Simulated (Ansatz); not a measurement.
Run this with Ansatz 0.2.0 through its Python package and show what comes out.

The script, `survey.py`:
```python
"""Electronic structure of ScNb, looked at from several sides."""

from dataclasses import dataclass
from pathlib import Path

import ansatz as az
import numpy as np
from pymatgen.core import Structure
from scipy.ndimage import map_coordinates


@dataclass(frozen=True)
class RunConfig:
    functional: str = "PBEsol"
    mesh: tuple[int, ...] = (11, 11, 6)
    occupations: str = "Fermi-Dirac"


settings = RunConfig()

lattice = az.Lattice.of(
    [3.065644, 0.0, 0.0],
    [-1.532822, 2.654926, 0.0],
    [0.0, 0.0, 5.072194],
)
sites = [
    ("Sc", [0.0, 0.0, 0.0]),
    ("Nb", [1 / 3, 2 / 3, 0.5]),
]
crystal = az.Crystal(lattice=lattice)
for symbol, position in sites:
    crystal = crystal.atom(symbol, position)

calculation = crystal.calculation()
calculation = calculation.functional(settings.functional)
calculation = calculation.pseudopotentials("paw").kpoints(*settings.mesh, center="gamma")
calculation = calculation.occupations(settings.occupations).density()
calculation = calculation.potential().output_files(volumetric_format=["xsf", "npy"])
calculation = calculation.stress().band_table()
def show(event):
    row = event["data"]
    if event["event"] == "scf_iter" and row.get("harris_foulkes_ev") is not None:
        print(f"  iteration {row['iter']:3d}  Harris-Foulkes {row['harris_foulkes_ev']:.5f} eV  residual {row['dr2_ev']:.2e}")


outcome = calculation.session().plan().execute(on_event=show)
r = outcome.report

print(f"free energy      {r['free_energy_ev']:.5f} eV")
print(f"per atom         {r['free_energy_ev'] / len(outcome.lattice.sites):.5f} eV")
print(f"SCF iterations   {r['n_iterations']}  (converged: {r['converged']})")

folder = Path(outcome.write_results("volumes"))
print(sorted(path.name for path in folder.iterdir()))
head = (folder / "rho.xsf").read_text().split("BEGIN_BLOCK")[0]
print(head)

# principal values and the von Mises stress of the deviator
principal = np.linalg.eigvalsh(np.array(r["stress_gpa"]))
mises = np.sqrt(0.5 * sum((principal[i] - principal[i - 1]) ** 2 for i in range(3)))
print("principal stresses (GPa, compression positive):", np.round(principal, 3))
print(f"mean {principal.mean():.3f} GPa, von Mises {mises:.3f} GPa, PV = {principal.mean() * r['setup']['cell_volume_ang3'] / 160.21766:.4f} eV")

final = Structure(outcome.lattice.cell_ang, [s.symbol for s in outcome.lattice.sites], [s.position_frac for s in outcome.lattice.sites])
# count neighbours out to a fixed multiple of the shortest distance
for index, (site, neighbours) in enumerate(zip(final, final.get_all_neighbors(5.5))):
    first = min(n.nn_distance for n in neighbours)
    shell = [n for n in neighbours if n.nn_distance < 1.1 * first]
    mean = sum(n.nn_distance for n in shell) / len(shell)
    print(f"atom {index} {site.specie.symbol}: {len(shell)} neighbours within 1.1 of the shortest distance, mean {mean:.3f} A")

# the grid holds the pseudo-density, which differs from the true one inside the cores
rho = outcome.density()
total = sum(channel.density_e_per_ang3 for channel in rho.channels[:2])
grid_cell = np.asarray(rho.fft_grid_basis) @ outcome.lattice.cell_ang
partner = min(final.get_neighbors(final[0], 5.0), key=lambda n: n.nn_distance)
line = np.linspace(final[0].coords, partner.coords, 11)
points = (line @ np.linalg.inv(grid_cell)) * rho.dims
values = map_coordinates(total, points.T, order=3, mode="grid-wrap")
print(f"from {final[0].specie} to {partner.specie}, {partner.nn_distance:.3f} A")
for t, value in zip(np.linspace(0, partner.nn_distance, 11), values):
    print(f"{t:7.3f} A  {value:9.4f} e/A^3")

table = np.array(r["eigenvalues_ev"]) - r["fermi_energy_ev"]
filling = np.array(r["occupations"])
weights = np.tile(r["kweights"], len(table) // len(r["kweights"]))
print("band   lowest  highest (eV from E_F)  electrons")
for band in range(table.shape[1]):
    if table[:, band].max() > -10:
        print(f"{band + 1:4d} {table[:, band].min():8.3f} {table[:, band].max():8.3f} {weights @ filling[:, band]:18.4f}")
print("electrons counted from the table:", round(float(weights @ filling.sum(axis=1)), 5))
```

Running `python survey.py` prints:
```text
DeckWarning: basis.ecutwfc = 420 eV, auto-derived from the records' recommended cutoffs: set by Sc (normal level)
  iteration   1  Harris-Foulkes -6606.42132 eV  residual 7.35e-02
  iteration   2  Harris-Foulkes -6606.41443 eV  residual 1.39e-02
  iteration   3  Harris-Foulkes -6606.41249 eV  residual 2.10e-04
  iteration   4  Harris-Foulkes -6606.41246 eV  residual 8.08e-06
  iteration   5  Harris-Foulkes -6606.41246 eV  residual 6.16e-07
  iteration   6  Harris-Foulkes -6606.41246 eV  residual 2.84e-08
free energy      -6606.41246 eV
per atom         -3303.20623 eV
SCF iterations   6  (converged: True)
['fields.json', 'rho.npy', 'rho.xsf', 'rho_z.tsv', 'v_es.npy', 'v_es.xsf', 'v_tot.npy', 'v_tot.xsf', 'v_z.tsv']
CRYSTAL
PRIMVEC
    3.065644    0.000000    0.000000
   -1.532822    2.654926    0.000000
    0.000000    0.000000    5.072194
PRIMCOORD
    2    1
   21    0.000000    0.000000    0.000000
   41    0.000000    1.769951    2.536097

principal stresses (GPa, compression positive): [-4.375 -3.901 -3.901]
mean -4.059 GPa, von Mises 0.474 GPa, PV = -1.0458 eV
atom 0 Sc: 12 neighbours within 1.1 of the shortest distance, mean 3.079 A
atom 1 Nb: 12 neighbours within 1.1 of the shortest distance, mean 3.079 A
from Sc to Sc, 3.066 A
  0.000 A     7.4284 e/A^3
  0.307 A     6.7773 e/A^3
  0.613 A     3.0064 e/A^3
  0.920 A     0.5448 e/A^3
  1.226 A     0.1674 e/A^3
  1.533 A     0.1343 e/A^3
  1.839 A     0.1674 e/A^3
  2.146 A     0.5448 e/A^3
  2.453 A     3.0064 e/A^3
  2.759 A     6.7773 e/A^3
  3.066 A     7.4284 e/A^3
band   lowest  highest (eV from E_F)  electrons
   9   -5.663   -1.730             2.0000
  10   -3.714   -1.236             2.0000
  11   -1.810    0.594             1.9525
  12   -0.990    0.594             1.7452
  13   -0.260    1.581             0.2988
  14    0.298    1.671             0.0035
  15    1.192    2.268             0.0000
  16    1.467    4.335             0.0000
electrons counted from the table: 24.0
```
(Warnings from the package without file and line.)

Caveats:
- Absolute energies stand on the zero of these potentials, so only differences at equal settings mean something.
- The computed bands are complete only to about 1.5 eV above the Fermi level.
- For a metal this k-point mesh is coarse: on a finer one energies can move by several to tens of meV an atom and pressures by half a GPa or more, differences at one mesh by less.
- Densities and potentials on the grid are those of the valence electrons, and inside the cores they hang on the potentials used.
- The structure comes from a database of computed cells and needn't be a stable or known phase.
- Levels are Kohn-Sham eigenvalues on this mesh, without spin-orbit coupling.
- Wall time of the script: 6.2 s on 1 thread of Arm Neoverse V1 (shared host), peak memory 0.46 GiB.
